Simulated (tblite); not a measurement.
# C3H4N2O2S2: the cost of one run

The runs use tblite 0.8.0 and PySCF 2.14.0, with density-fitted response routines of our own; the level of theory stands in each step. All values are computed, except where a source is named. Atoms are numbered from 0 throughout.

**1. The starting structure**

13 atoms, charge -1, multiplicity 2; geometry from: force field or distance geometry start.

Bonds of the start (Å): C0–S1 1.76, S1–O2 1.49, S1–O3 1.48, S1–C4 1.79, C4–N5 1.27, N5–S6 1.77, S6–N7 1.80, N7–C8 1.42, C8–C4 1.42, C0–H9 1.12, C0–H10 1.11, C0–H11 1.11, C8–H12 1.12.

**2. Relaxing the molecule with GFN2-xTB**

Job settings and geometry (Å):

```
{"job": {"kind": "relax", "xc": "GFN2-xTB", "basis": "xTB"}, "charge": -1, "multiplicity": 2}
C     -1.774200     0.807400    -0.224600
S     -0.961300    -0.726800     0.037700
O     -1.356600    -1.780000    -0.934500
O     -1.128600    -1.224400     1.419100
C      0.778300    -0.394400    -0.191700
N      1.304800    -0.514700    -1.343500
S      3.020200    -0.095500    -1.201300
N      2.864400     0.588700     0.455300
C      1.633900     0.014900     0.860300
H     -1.813100     1.335300     0.765700
H     -2.790800     0.692100    -0.660900
H     -1.151400     1.380700    -0.938600
H      1.370100    -0.082800     1.939300
```

Run with:

```bash
$ OMP_NUM_THREADS=1 python probes_run.py task.json out
```

This one command runs all jobs of the session in turn.

**Question.** How long does this first job take on 1 thread of Intel Xeon Platinum 8488C, shared host?

About 1 s.
